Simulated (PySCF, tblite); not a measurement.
# H₇NO₄Si₂, a small molecule taken as a stand-in for a surface group (hydroxylated Si): NMR shifts, core binding energies and electronic excitations

Wanted: the NMR shifts, core binding energies and electronic excitations for `N[SiH2]O[Si](O)(O)O`.

Programs: tblite 0.8.0 and PySCF 2.14.0. All values are calculated, for the isolated system unless a continuum is named. Atoms count from 0, parts from 1.

## (1) Starting point

14 atoms, charge 0, multiplicity 1; geometry: distance geometry start.

## (2) Geometry optimisation with GFN2-xTB

What the job is given:

```
{"job": {"kind": "relax", "xc": "GFN2-xTB", "basis": "xTB"}, "charge": 0, "multiplicity": 1}
O      1.552029     2.234443    -0.143204
Si     1.063268     0.780161     0.462518
O      0.472311     1.061682     1.997357
O      2.354066    -0.193011     0.586016
O     -0.106193     0.154745    -0.491269
Si    -1.055892    -1.182207    -0.565652
N     -1.894723    -1.065299    -2.021367
H      0.847471     2.844395    -0.365656
H      1.166094     1.089193     2.647452
H      2.946053    -0.174605    -0.176177
H     -2.094224    -1.158006     0.489636
H     -0.283027    -2.445394    -0.577331
H     -2.387932    -0.185053    -2.039807
H     -2.599875    -1.781851    -2.074167
```

With the program's defaults for keys left out, this is: GFN2-xTB geometry optimisation, gas phase.

Run with:

```console
$ OMP_NUM_THREADS=1 python cluster_run.py task.json out
```

One launch serves the whole session: the jobs run in the order shown.

**Question.** The jobs that follow are: PBE0-D3(BJ)/def2-SVP geometry optimisation, gas phase; GIAO PBE0/pcSseg-1 NMR shielding, non-relativistic, gas phase; delta-SCF UKS SCAN, pcX-2 on the ionised atom, pcseg-1 elsewhere, spin-free X2C; TDDFT CAM-B3LYP/def2-SVPD, vertical, gas phase, core orbitals frozen in the response. Predict: point group; rotational constants (main isotopes); 1H shifts against TMS (PBE0/pcSseg-1); 17O shifts against H2O (PBE0/pcSseg-1); 29Si shifts against TMS (PBE0/pcSseg-1); 15N shifts against NH3 (PBE0/pcSseg-1); O1s binding energies, SCAN/pcX-2; Si2p binding energies, SCAN/pcX-2 (standing for 1 of 2 atoms); lowest singlet (CAM-B3LYP/def2-SVPD); lowest triplet; vertical ionisation energy (ΔSCF).

The runs gave:

```
                                                     quantity                                          value
                                                  point group                                             C1
                         rotational constants (main isotopes)                           3.17, 1.10, 1.06 GHz
                        1H shifts against TMS (PBE0/pcSseg-1)   4.92, 4.52, 1.82, 1.77, 1.77, 1.53, 1.20 ppm
                       17O shifts against H2O (PBE0/pcSseg-1)                    101.9, 54.9, 52.4, 47.5 ppm
                      29Si shifts against TMS (PBE0/pcSseg-1)                               -32.2, -68.5 ppm
                       15N shifts against NH3 (PBE0/pcSseg-1)                                       38.4 ppm
                             O1s binding energies, SCAN/pcX-2  O3 538.91, O2 538.90, O0 538.88, O4 537.81 eV
Si2p binding energies, SCAN/pcX-2 (standing for 1 of 2 atoms)                                  Si1 108.80 eV
                         lowest singlet (CAM-B3LYP/def2-SVPD)                    6.87 eV (180 nm), f = 0.060
                                               lowest triplet                                        6.52 eV
                            vertical ionisation energy (ΔSCF)                                       10.17 eV
```

Relaxing lowered the energy by 0.457 eV in 36 steps; the close pair that moved most is O4–Si5, from 1.608 to 1.683 Å (PBE0/def2-SVP). No frequency check was run at this level, so the end point may be a saddle. O3 (oxygen bonded to Si, H) binds its O1s electron 1.10 eV more tightly than O4 (oxygen bonded to 2 Si). The lowest singlet, at 6.87 eV, is HOMO→LUMO 0.43, HOMO→LUMO+1 0.40 and is bright. The lowest triplet lies 0.35 eV below the lowest singlet (triplets in Tamm-Dancoff, singlets in full TDDFT). ΔSCF puts the ionisation energy at 10.17 eV, 0.98 eV above −ε(HOMO). A capped cluster stands for the solid here, so long-range fields and strain are missing, and bands or shifts of the capping hydrogens have no counterpart in it.
